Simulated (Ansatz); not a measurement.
# F3HHfO: the cost of one run

Method: PBE0-D4/def2-TZVP structures, single points in def2-TZVPP, no counterpoise correction; program: Ansatz 0.2.0, Gaussian basis.

Levels: SPW92, PBE-D4, BLYP-D4, r2SCAN-D4, B97M-V, PBE0-D4, B3LYP-D4, r2SCAN0-D4, BHLYP-D4, CAM-B3LYP-D4, wB97X-V, wB97M-V, B2PLYP, PBE-QIDH, RPA on PBE, Hartree-Fock, MP2, CCSD, CCSD(T).

Correlated methods freeze the cores. Core potentials replace the inner electrons past krypton, and spin-orbit coupling is left out. B3LYP uses VWN-RPA correlation. B2PLYP carries no dispersion term here.

88 further runs of the same task are left out: 88 set aside as unsound or not needed. Runs told in other sessions of the task aren't counted.

## 1. The starting structure

The complex: 8 atoms, charge 0, spin multiplicity 1.

Atoms are counted from 1 here; the program's logs count them from 0.

Bond lengths: Hf1–O2 1.902 Å, Hf1–F3 1.910 Å, Hf1–F4 1.910 Å, Hf1–F5 1.904 Å, O2–H8 0.951 Å, H6–H7 0.749 Å. Angles: O2–Hf1–F3 111.2°, O2–Hf1–F4 111.3°, O2–Hf1–F5 108.6°, F3–Hf1–F4 111.2°, F3–Hf1–F5 107.1°, F4–Hf1–F5 107.1°, Hf1–O2–H8 178.6°.

As a file:

```csv
atom,x (Å),y (Å),z (Å)
Hf1,0.0505,0.8150,-0.2485
O2,1.4850,-0.4343,-0.2549
F3,-1.3506,0.2657,-1.4243
F4,-0.6062,1.1090,1.5207
F5,0.6969,2.4871,-0.8901
H6,-1.3264,-1.7079,0.4282
H7,-1.1668,-1.4937,1.1278
H8,2.2177,-1.0409,-0.2589
```

Its parts: F3HHfO holds atoms 1, 2, 3, 4, 5, 8; H2 holds atoms 6, 7. Each part counts its atoms afresh in its own runs.

## 2. Relaxing F3HHfO alone

The input, relax-a/in.yaml:

```yaml
crystal:
  periodic: [false, false, false]
  atoms:
    - {symbol: Hf, position_ang: [0.050531, 0.815012, -0.248522]}
    - {symbol: O, position_ang: [1.484998, -0.434345, -0.254861]}
    - {symbol: F, position_ang: [-1.350557, 0.265738, -1.424330]}
    - {symbol: F, position_ang: [-0.606199, 1.108973, 1.520712]}
    - {symbol: F, position_ang: [0.696851, 2.487087, -0.890133]}
    - {symbol: H, position_ang: [2.217667, -1.040934, -0.258894]}
basis:
  gaussian: {orbitals: def2-TZVP}
hamiltonian: {xc: pbe0, dispersion: d4}
relax: {f_tol: 0.005, max_steps: 200}
```

Launch:

```sh
ansatz run in.yaml --threads 8 --pin off --events-out ev --progress --plain --max-ram 19148MiB
```

**Question.** How long does this run take on 8 threads of Intel Xeon 6975P-C, shared host?

About 4.5 s.
